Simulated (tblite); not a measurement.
# C3H7Cl3O2Si: the cost of one run

Computed with tblite 0.8.0 and PySCF 2.14.0, with density-fitted response routines of our own, on a single molecule in the gas phase. Atoms count from 0, in the outputs and in this text.

### Step 1. Starting geometry

16 atoms, charge 0, multiplicity 1; geometry from: force field or distance geometry start.

Bonds of the start (Å): C0–O1 1.41, O1–Si2 1.68, Si2–O3 1.73, O3–C4 1.40, Si2–C5 1.86, C5–Cl6 1.77, C5–Cl7 1.78, C5–Cl8 1.78, C0–H9 1.10, C0–H10 1.12, C0–H11 1.11, Si2–H12 1.47, C4–H13 1.11, C4–H14 1.11, C4–H15 1.12.

### Step 2. Optimising the geometry with GFN2-xTB

What the job is given:

```
{"job": {"kind": "relax", "xc": "GFN2-xTB", "basis": "xTB"}, "charge": 0, "multiplicity": 1}
C      2.183500    -0.491000     0.209900
O      0.917000    -0.323900     0.797300
Si    -0.129100     0.341700    -0.342800
O     -1.698400    -0.389200    -0.328200
C     -1.671100    -1.674500     0.214400
C     -0.476300     2.157000    -0.096600
Cl     0.830100     3.211900    -0.642600
Cl    -1.949500     2.496300    -1.034800
Cl    -0.876200     2.361400     1.622700
H      2.980200    -0.005600     0.798100
H      2.374600    -1.590600     0.226300
H      2.190000    -0.147400    -0.842900
H      0.484500     0.150500    -1.659300
H     -0.866700    -2.304700    -0.230900
H     -1.640000    -1.647600     1.326200
H     -2.660200    -2.135200    -0.028000
```

Started as:

```
$ OMP_NUM_THREADS=1 python probes_run.py task.json out
```

One launch serves the whole session: the jobs run in the order shown.

Q: Estimate the wall time and peak memory of this first job on 1 thread of Arm Neoverse V1, shared host.

About 2.1 s, with a peak of 0.18 GiB.
